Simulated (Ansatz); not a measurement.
# AlH5N2O: rigid torsion scan from a Python script

A script is to give a rigid torsion scan; the system is AlH5N2O. SMILES: [NH2][Al]([NH2])[OH].

All numbers are computed with Ansatz 0.2.0 through its Python package. Level of theory: B3LYP/def2-SVP.

### Step 1. The structure

Bond lengths: N1–Al2 1.867 Å, Al2–N3 1.886 Å, Al2–O4 1.778 Å, N1–H5 1.062 Å, N1–H6 1.113 Å, N3–H7 1.089 Å, N3–H8 1.004 Å, O4–H9 1.008 Å. Angles: N1–Al2–N3 118.4°, N1–Al2–O4 122.4°, N3–Al2–O4 119.2°, Al2–N1–H5 109.8°, Al2–N1–H6 107.3°, H5–N1–H6 103.2°, Al2–N3–H7 108.0°, Al2–N3–H8 110.7°, H7–N3–H8 105.9°, Al2–O4–H9 110.4°.

No structure file is read: the coordinates are typed or built in the script.

### Step 2. The script

The input, torsion.py:

```python
"""Rigid torsion scan of AlH5N2O."""

import ansatz as az
from ase import Atoms

atoms = Atoms(["N", "Al", "N", "O", "H", "H", "H", "H", "H"], positions=[
    (-0.2139, 1.3902, -1.1776),
    (-0.1051, 0.0, 0.0637),
    (1.3447, -1.1998, -0.0593),
    (-1.2914, -0.2042, 1.3721),
    (-0.3706, 0.9926, -2.15),
    (-1.1582, 1.9427, -0.9746),
    (1.8909, -1.1642, 0.8819),
    (1.0167, -2.1443, -0.1506),
    (-1.0246, 0.3408, 2.1773),
])

# relax first, so that the scan starts from a minimum
first = (
    az.Crystal.molecule_from_ase(atoms).calculation()
    .basis(gaussian="def2-SVP")
    .functional("b3lyp")
    .relax(force_tolerance=0.02, max_steps=80)
)
atoms.positions = first.run(threads=1, backend="cpu").report["positions_ang"]

start = atoms.get_dihedral(2, 1, 0, 4)
energies = {}
for turn in range(0, 360, 30):
    turned = atoms.copy()
    turned.set_dihedral(2, 1, 0, 4, start + turn, indices=[0, 4, 5])
    model = (
        az.Crystal.molecule_from_ase(turned).calculation()
        .basis(gaussian="def2-SVP")
        .functional("b3lyp")
    )
    energies[round((start + turn) % 360)] = model.run(threads=1, backend="cpu").report["free_energy_ev"]
floor = min(energies.values())
print("dihedral N2-Al1-N0-H4 (deg)   E - E(min) (kJ/mol)")
for angle, e in sorted(energies.items()):
    print(f"{angle:8d} {96.485332 * (e - floor):14.3f}  " + "#" * int(30 * (e - floor) / max(max(energies.values()) - floor, 1e-9)))
```

### Step 3. What the engine is handed

The package turns the script's settings into the engine's input (first run):

```yaml
crystal:
  periodic: [false, false, false]
  atoms:
    - { symbol: "N", position_ang: [-0.2139, 1.3902, -1.1776] }
    - { symbol: Al, position_ang: [-0.1051, 0.0, 0.0637] }
    - { symbol: "N", position_ang: [1.3447, -1.1998, -0.0593] }
    - { symbol: O, position_ang: [-1.2914, -0.2042, 1.3721] }
    - { symbol: H, position_ang: [-0.3706, 0.9926, -2.15] }
    - { symbol: H, position_ang: [-1.1582, 1.9427, -0.9746] }
    - { symbol: H, position_ang: [1.8909, -1.1642, 0.8819] }
    - { symbol: H, position_ang: [1.0167, -2.1443, -0.1506] }
    - { symbol: H, position_ang: [-1.0246, 0.3408, 2.1773] }
basis:
  gaussian:
    orbitals: def2-SVP
hamiltonian:
  xc: b3lyp
relax:
  f_tol: 0.02
  max_steps: 80
```

### Step 4. The run

Command:

```sh
$ python torsion.py
```

**Question.** What results will this script give? Wanted: range of energy; lowest point, turn.

The runs gave:

| quantity | value |
| --- | --- |
| runs compared | 12 |
| range of energy | 0.220 eV |
| lowest point, turn (°) | 0 |

**Reading.** The lowest point lies at a turn of 0°, the highest 0.220 eV (21.2 kJ/mol) above it at 270°. The grid can miss the true lowest and highest points, and the rest of the molecule is held rigid. Run 0: After 11 moves the largest shift is 1.418 Å, of atom 7 (H). So large a move can change the bonding: the results belong to the relaxed structure. Notes:
- The scan is rigid and the energies are electronic, in a modest basis. With rigid groups the curve can differ much from the relaxed path, the start wasn't checked as a minimum of this torsion, and equivalent turns needn't return to the same energy.
- b3lyp holds the VWN-RPA fit, as in Gaussian; the form of ORCA and Turbomole is b3lyp5.
